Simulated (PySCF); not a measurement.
# C2H8OSSi: electronic excitations and core binding energies

What electronic excitations and core binding energies should C2H8OSSi (`C[Si](C)(O)S`) show?

The runs use PySCF 2.14.0, with density-fitted response routines of our own; the level of theory stands in each step. All values are computed, except where a source is named. Atoms count from 0, in the outputs and in this text.

### 1 Starting geometry

13 atoms, charge 0, multiplicity 1; geometry from: GFN2-xTB.

Bonds of the start (Å): C0–Si1 1.90, Si1–C2 1.90, Si1–O3 1.64, Si1–S4 2.16, C0–H5 1.09, C0–H6 1.09, C0–H7 1.09, C2–H8 1.09, C2–H9 1.09, C2–H10 1.09, O3–H11 0.95, S4–H12 1.32.

### 2 Excited states and response: CAM-B3LYP/def2-SVPD

Job settings and geometry (Å):

```
{"job": {"kind": "uv", "xc": "CAM-B3LYP", "basis": "def2-SVPD", "nstates": 8, "ntriplets": 3}, "charge": 0, "multiplicity": 1}
C     -1.536423    -0.702997    -0.365040
Si     0.012295     0.335775     0.000673
C      1.565683    -0.755029     0.063574
O     -0.163387     1.241878     1.351399
S      0.255663     1.870958    -1.501778
H     -2.439491    -0.101939    -0.303383
H     -1.636184    -1.526987     0.335908
H     -1.496050    -1.126366    -1.363261
H      1.435412    -1.593317     0.742070
H      2.431620    -0.189537     0.396485
H      1.797503    -1.160329    -0.915863
H     -0.262228     0.837877     2.209131
H      0.031199     2.870501    -0.667642
```

With the program's defaults for keys left out, this is: TDDFT CAM-B3LYP/def2-SVPD, vertical, gas phase, core orbitals frozen in the response.

The run is started by

```console
$ OMP_NUM_THREADS=1 python probes_run.py task.json out
```

This one command runs all jobs of the session in turn.

After this run come: Core-electron binding energies: SCAN, X2C.

**Question.** After this job, these run on its result: delta-SCF UKS SCAN, pcX-2 on the ionised atom, pcseg-1 elsewhere, spin-free X2C. Predict these results of the whole session: lowest singlet (CAM-B3LYP/def2-SVPD); brightest single state of those computed; lowest triplet; C1s binding energies, SCAN/pcX-2; Si1s binding energies, SCAN/pcX-2; Si2p binding energies, SCAN/pcX-2; O1s binding energies, SCAN/pcX-2; S1s binding energies, SCAN/pcX-2; S2p binding energies, SCAN/pcX-2.

**Answer**, as computed:

| quantity | value |
| --- | --- |
| lowest singlet (CAM-B3LYP/def2-SVPD) | 6.08 eV (204 nm), f = 0.017 |
| brightest single state of those computed | state 6, 7.82 eV, f = 0.076 |
| lowest triplet | 5.65 eV |
| C1s binding energies, SCAN/pcX-2 | C0 290.10 eV |
| Si1s binding energies, SCAN/pcX-2 | Si1 1847.27 eV |
| Si2p binding energies, SCAN/pcX-2 | Si1 107.46 eV |
| O1s binding energies, SCAN/pcX-2 | O3 538.63 eV |
| S1s binding energies, SCAN/pcX-2 | S4 2476.56 eV |
| S2p binding energies, SCAN/pcX-2 | S4 169.22 eV |

What this shows: The lowest singlet, at 6.08 eV, is HOMO→LUMO+1 0.52, HOMO→LUMO+4 0.19 and is weak; of the 8 states computed, the strongest absorption comes from state 6 at 7.82 eV. The lowest triplet lies 0.42 eV below the lowest singlet (triplets in Tamm-Dancoff, singlets in full TDDFT).
